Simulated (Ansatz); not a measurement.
**C4H15GeNSi: a ladder of functionals and wavefunction methods**

The task here is to estimate one member of a computed series from the others.

The runs use Ansatz 0.2.0, Gaussian basis; functionals in def2-TZVPP, the program's frozen cores in correlated methods.

Plan: LDA (SPW92), PBE-D4, revPBE-D4, BLYP-D4, r2SCAN-D4, B97M-V, PBE0-D4, B3LYP-D4, r2SCANh-D4, r2SCAN0-D4, HSE06-D4, BHLYP-D4, CAM-B3LYP-D4, LC-ωPBE, ωB97X-V, ωB97M-V, B2PLYP, PBE-QIDH; CCSD(T)/def2-SVP; CCSD(T)/def2-TZVPP; MP2/def2-QZVPP; extrapolation to the limit; RPA on PBE.

### The geometry

An earlier PBE0-D4 in a triple-zeta def2 set relaxation fixed the geometry.

22 atoms, charge 0, spin multiplicity 1.

Atoms are counted from 1 here; the program's logs count them from 0.

Bond lengths: C1–C2 1.526 Å, C1–H8 1.092 Å, C1–H9 1.094 Å, C1–H10 1.092 Å, C2–C3 1.528 Å, C2–C4 1.525 Å, C2–N5 1.484 Å, C3–H11 1.092 Å, C3–H12 1.092 Å, C3–H13 1.093 Å, C4–H14 1.092 Å, C4–H15 1.092 Å, C4–H16 1.094 Å, N5–Si6 1.726 Å, N5–Ge7 1.851 Å, Si6–H17 1.484 Å, Si6–H18 1.493 Å, Si6–H19 1.490 Å and more. Angles: C2–C1–H8 110.0°, C2–C1–H9 111.8°, C2–C1–H10 111.0°, H8–C1–H9 107.1°, H8–C1–H10 108.5°, H9–C1–H10 108.4°, C1–C2–C3 109.3°, C1–C2–C4 107.9°, C1–C2–N5 109.7°, C3–C2–C4 109.7°, C3–C2–N5 109.8°, C4–C2–N5 110.3°, C2–C3–H11 110.8°, C2–C3–H12 110.5°, C2–C3–H13 111.0°, H11–C3–H12 108.1°, H11–C3–H13 108.0°, H12–C3–H13 108.3° and more.

Geometry (Å):

```xyz
22
C4H15GeNSi
C    -0.6959   -1.7375    0.3053
C    -0.5830   -0.2167    0.2480
C    -1.6358    0.3320   -0.7143
C    -0.8362    0.3264    1.6508
N     0.7727    0.1675   -0.2164
Si    1.6310   -0.8286   -1.3349
Ge    1.3985    1.8628    0.1827
H    -1.6896   -2.0248    0.6559
H    -0.5592   -2.1925   -0.6803
H     0.0461   -2.1597    0.9861
H    -1.5825    1.4218   -0.7673
H    -1.4783   -0.0649   -1.7198
H    -2.6437    0.0574   -0.3917
H    -0.0745   -0.0292    2.3480
H    -1.8137   -0.0029    2.0099
H    -0.8398    1.4200    1.6708
H     2.8270   -0.0691   -1.7770
H     0.8199   -1.1773   -2.5392
H     2.0941   -2.1171   -0.7481
H     1.8118    1.9632    1.6634
H     2.6151    2.1214   -0.7131
H     0.3067    2.9176   -0.0902
```

Set-up of the first run:

The input, in.yaml:

```yaml
crystal:
  periodic: [false, false, false]
  atoms:
    - {symbol: C, position_ang: [-0.695924, -1.737543, 0.305317]}
    - {symbol: C, position_ang: [-0.583019, -0.216725, 0.248048]}
    - {symbol: C, position_ang: [-1.635777, 0.331991, -0.714347]}
    - {symbol: C, position_ang: [-0.836216, 0.326445, 1.650840]}
    - {symbol: N, position_ang: [0.772748, 0.167490, -0.216395]}
    - {symbol: Si, position_ang: [1.631014, -0.828550, -1.334867]}
    - {symbol: Ge, position_ang: [1.398463, 1.862780, 0.182689]}
    - {symbol: H, position_ang: [-1.689629, -2.024815, 0.655854]}
    - {symbol: H, position_ang: [-0.559204, -2.192546, -0.680286]}
    - {symbol: H, position_ang: [0.046102, -2.159663, 0.986123]}
    - {symbol: H, position_ang: [-1.582454, 1.421790, -0.767341]}
    - {symbol: H, position_ang: [-1.478306, -0.064855, -1.719839]}
    - {symbol: H, position_ang: [-2.643710, 0.057434, -0.391677]}
    - {symbol: H, position_ang: [-0.074463, -0.029152, 2.348049]}
    - {symbol: H, position_ang: [-1.813747, -0.002947, 2.009891]}
    - {symbol: H, position_ang: [-0.839782, 1.419954, 1.670753]}
    - {symbol: H, position_ang: [2.827038, -0.069088, -1.777025]}
    - {symbol: H, position_ang: [0.819910, -1.177268, -2.539154]}
    - {symbol: H, position_ang: [2.094075, -2.117057, -0.748141]}
    - {symbol: H, position_ang: [1.811767, 1.963175, 1.663409]}
    - {symbol: H, position_ang: [2.615093, 2.121353, -0.713063]}
    - {symbol: H, position_ang: [0.306718, 2.917601, -0.090241]}
basis:
  gaussian: {orbitals: def2-TZVPP}
hamiltonian: {xc: lda}
output: {orbitals: {seedname: orbitals}}
```

Command:

```
> ansatz run in.yaml --threads 4 --pin off --events-out ev --progress --plain --max-ram 66560MiB --backend cuda --devices 0, --max-vram 37GiB
```

Steps of the session up to this table: LDA; PBE-D4 (GGA); revPBE-D4 (GGA); BLYP-D4 (GGA); r2SCAN-D4 (meta-GGA); B97M-V (meta-GGA); PBE0-D4 (hybrid); B3LYP-D4 (hybrid); r2SCANh-D4 (hybrid); r2SCAN0-D4 (hybrid); HSE06-D4 (hybrid); BHLYP-D4 (hybrid); CAM-B3LYP-D4 (range-separated); LC-ωPBE (range-separated); ωB97X-V (range-separated); ωB97M-V (range-separated); B2PLYP (double hybrid); PBE-QIDH (double hybrid).

One of the session's tables, all rows but one given; the rest of the session is left out.

It belongs to the step «Frontier levels by functional». 

```
  functional  HOMO (eV)  LUMO (eV)  gap (eV)
 LDA (SPW92)      -5.53      -0.79      4.74
      PBE-D4      -5.43      -0.51      4.92
   revPBE-D4      -5.38      -0.37      5.01
     BLYP-D4      -5.31      -0.35      4.96
   r2SCAN-D4      -5.69      -0.15      5.54
      B97M-V      -5.90      -0.39      5.52
     PBE0-D4          ?          ?         ?
    B3LYP-D4      -6.50       0.15      6.65
  r2SCANh-D4      -6.17       0.14      6.31
  r2SCAN0-D4      -6.89       0.56      7.46
    HSE06-D4      -6.31      -0.03      6.28
    BHLYP-D4      -7.93       1.20      9.13
CAM-B3LYP-D4      -8.05       1.33      9.38
     LC-ωPBE      -9.37       2.50     11.88
     ωB97X-V      -9.07       2.31     11.38
     ωB97M-V      -8.98       1.99     10.97
```

Estimate the missing values for PBE0-D4.

The run gave: HOMO (eV): -6.71; LUMO (eV): 0.35; gap (eV): 7.05. In the column «HOMO (eV)» it lies between r2SCAN0-D4 (-6.89) and B3LYP-D4 (-6.50).
